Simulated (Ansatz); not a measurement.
# CH₅AlFNO: one species, many methods

One table from this session's results is given with a row withheld; the runs are named, their logs left out.

Program: Ansatz 0.2.0, Gaussian basis. Level of theory: functionals in def2-TZVPP, the program's frozen cores in correlated methods. These are calculated values, not measurements.

The runs, in order: LDA (SPW92), PBE-D4, revPBE-D4, BLYP-D4, r2SCAN-D4, B97M-V, PBE0-D4, B3LYP-D4, r2SCANh-D4, r2SCAN0-D4, HSE06-D4, BHLYP-D4, CAM-B3LYP-D4, LC-ωPBE, ωB97X-V, ωB97M-V, B2PLYP, PBE-QIDH; CCSD(T)/def2-SVP; CCSD(T)/def2-TZVPP; MP2/def2-QZVPP; extrapolation to the limit; RPA on PBE.

## Structure used throughout

An earlier PBE0-D4 in a triple-zeta def2 set relaxation fixed the geometry.

10 atoms, charge 0, spin multiplicity 1.

Atoms are counted from 1 here; the program's logs count them from 0.

Bond lengths: N1–C2 1.321 Å, N1–H6 1.004 Å, N1–H7 1.008 Å, C2–O4 1.236 Å, C2–H8 1.095 Å, F3–Al5 1.694 Å, O4–Al5 1.933 Å, Al5–H9 1.591 Å, Al5–H10 1.591 Å. Angles: C2–N1–H6 120.7°, C2–N1–H7 119.9°, H6–N1–H7 119.4°, N1–C2–O4 122.2°, N1–C2–H8 117.1°, O4–C2–H8 120.7°, C2–O4–Al5 121.5°, F3–Al5–O4 95.1°, F3–Al5–H9 114.1°, F3–Al5–H10 114.1°, O4–Al5–H9 103.3°, O4–Al5–H10 103.3°, H9–Al5–H10 121.6°.

The first run:

Contents of in.yaml:

```yaml
crystal:
  periodic: [false, false, false]
  atoms:
    - {symbol: N, position_ang: [-0.310669, -0.980469, 1.831056]}
    - {symbol: C, position_ang: [-0.132426, -0.587796, 0.582164]}
    - {symbol: F, position_ang: [0.163892, -0.410780, -2.197831]}
    - {symbol: O, position_ang: [0.067121, 0.595452, 0.285676]}
    - {symbol: Al, position_ang: [0.325204, 1.145665, -1.549198]}
    - {symbol: H, position_ang: [-0.471231, -1.948096, 2.047078]}
    - {symbol: H, position_ang: [-0.285996, -0.304764, 2.578649]}
    - {symbol: H, position_ang: [-0.168130, -1.359220, -0.193679]}
    - {symbol: H, position_ang: [-0.920352, 2.096693, -1.823747]}
    - {symbol: H, position_ang: [1.815686, 1.702114, -1.557267]}
basis:
  gaussian: {orbitals: def2-TZVPP}
hamiltonian: {xc: lda}
output: {orbitals: {seedname: orbitals}}
```

Steps of the session up to this table: LDA; PBE-D4 (GGA); revPBE-D4 (GGA); BLYP-D4 (GGA); r2SCAN-D4 (meta-GGA); B97M-V (meta-GGA); PBE0-D4 (hybrid); B3LYP-D4 (hybrid); r2SCANh-D4 (hybrid); r2SCAN0-D4 (hybrid); HSE06-D4 (hybrid); BHLYP-D4 (hybrid); CAM-B3LYP-D4 (range-separated); LC-ωPBE (range-separated); ωB97X-V (range-separated); ωB97M-V (range-separated); B2PLYP (double hybrid); PBE-QIDH (double hybrid).

One of the session's tables, all rows but one given; the rest of the session is left out.

It belongs to the step «Frontier levels by functional». 

| functional | HOMO (eV) | gap (eV) |
| --- | --- | --- |
| LDA (SPW92) | -5.86 | 3.28 |
| PBE-D4 | -5.82 | 3.49 |
| revPBE-D4 | -5.78 | 3.55 |
| BLYP-D4 | ? | ? |
| r2SCAN-D4 | -6.12 | 4.00 |
| B97M-V | -6.21 | 4.17 |
| PBE0-D4 | -7.09 | 5.86 |
| B3LYP-D4 | -6.91 | 5.39 |
| r2SCANh-D4 | -6.58 | 4.87 |
| r2SCAN0-D4 | -7.29 | 6.18 |
| HSE06-D4 | -6.68 | 5.06 |
| BHLYP-D4 | -8.33 | 8.29 |
| CAM-B3LYP-D4 | -8.51 | 8.46 |
| LC-ωPBE | -9.88 | 11.10 |
| ωB97X-V | -9.53 | 10.68 |
| ωB97M-V | -9.31 | 10.36 |

Q: Estimate the row for BLYP-D4 from the others.

Worked estimate for «HOMO (eV)». Against the share of exact exchange, B3LYP-D4 (0.2, -6.91), BHLYP-D4 (0.5, -8.33) give a slope of -4.73 per unit share; at 0 the line stands at -5.96.

**Answer.** HOMO (eV): -5.74; gap (eV): 3.51. In «HOMO (eV)» the line misses by -0.22.
